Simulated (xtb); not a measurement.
**Si3PH7O (SMILES [SiH3]P1[SiH2]O[SiH2]1) at GFN2-xTB**

Wanted: a structure relaxation of Si3PH7O. 

The calculation is run with xtb 6.7.1.

3 further runs of the same task are left out: 1 that didn't finish, 2 set aside as unsound or not needed.

### Step 1. The molecule

Si3PH7O: 12 atoms, total charge 0, spin state singlet. SMILES: `[SiH3]P1[SiH2]O[SiH2]1`. The coordinates come from a GFN2-xTB relaxation. The run starts from this shape.

Bond lengths: Si1–P2 2.224 Å, P2–Si3 2.257 Å, Si3–O4 1.650 Å, P2–Si5 2.257 Å, O4–Si5 1.650 Å, Si1–H6 1.464 Å, Si1–H7 1.469 Å, Si1–H8 1.464 Å, Si3–H9 1.453 Å, Si3–H10 1.454 Å, Si5–H11 1.455 Å, Si5–H12 1.452 Å. Some angles: Si1–P2–Si3 103.1°, Si1–P2–Si5 103.2°, Si3–P2–Si5 72.2°, P2–Si3–O4 90.2°, Si3–O4–Si5 107.4°, P2–Si5–O4 90.2°, P2–Si1–H6 106.9°, P2–Si1–H7 115.3°, P2–Si1–H8 106.9°, P2–Si3–H9 112.9°.

### Step 2. A structure relaxation at GFN2-xTB

.CHRG

```
0
```

.UHF

```
0
```

mol.coord

```
$coord
     -3.486147857448      1.792783174432      0.128463581952  si
     -0.868423640572     -0.855781372798      2.078471969953  p
      2.969534529498      0.839019502073      1.314304519677  si
      3.445839999210     -1.242135878978     -0.958960419203  o
      0.894256196695     -3.026358594066     -1.141262298445  si
     -3.923222612813      3.909578790193      1.855257520113  h
     -2.570934598031      2.795755315078     -2.292256686432  h
     -5.838214375725      0.408275329225     -0.323256550878  h
      4.782140930978      0.321895948069      3.310951348434  h
      3.104366488490      3.322308602443      0.144280589615  h
     -0.116709485457     -2.682749692825     -3.675007086343  h
      1.607533322435     -5.582572225586     -0.440967591181  h
$end
```

Run with:

```sh
$ xtb mol.coord -o vtight --gfn 2 > xtb.out
```

**Question.** What will come out? Wanted: total energy at the end; dipole moment; HOMO energy; LUMO energy; HOMO–LUMO gap; dispersion energy; mean polarisability.

**Answer.** As computed:

At GFN2-xTB:

```
                      quantity          value
       total energy at the end   -15.43713 Eh
                 dipole moment         1.31 D
                   HOMO energy       -9.86 eV
                   LUMO energy       -6.29 eV
                 HOMO–LUMO gap        3.57 eV
             dispersion energy  -29.75 kJ/mol
mean polarisability (D4 model)    111.3 bohr³
```

What this shows: At the final geometry: Bond lengths: Si1–P2 2.225 Å, P2–Si3 2.257 Å, Si3–O4 1.651 Å, P2–Si5 2.257 Å, O4–Si5 1.651 Å, Si1–H6 1.464 Å, Si1–H7 1.469 Å, Si1–H8 1.464 Å, Si3–H9 1.453 Å, Si3–H10 1.455 Å, Si5–H11 1.455 Å, Si5–H12 1.453 Å. Some angles: Si1–P2–Si3 103.1°, Si1–P2–Si5 103.1°, Si3–P2–Si5 72.2°, P2–Si3–O4 90.2°, Si3–O4–Si5 107.4°, P2–Si5–O4 90.2°, P2–Si1–H6 106.9°, P2–Si1–H7 115.3°, P2–Si1–H8 106.8°, P2–Si3–H9 112.9°. The optimisation took 4 steps and changed the energy by -0.000 eV. Mulliken charges run from -0.56 on P2 to +0.56 on Si5.
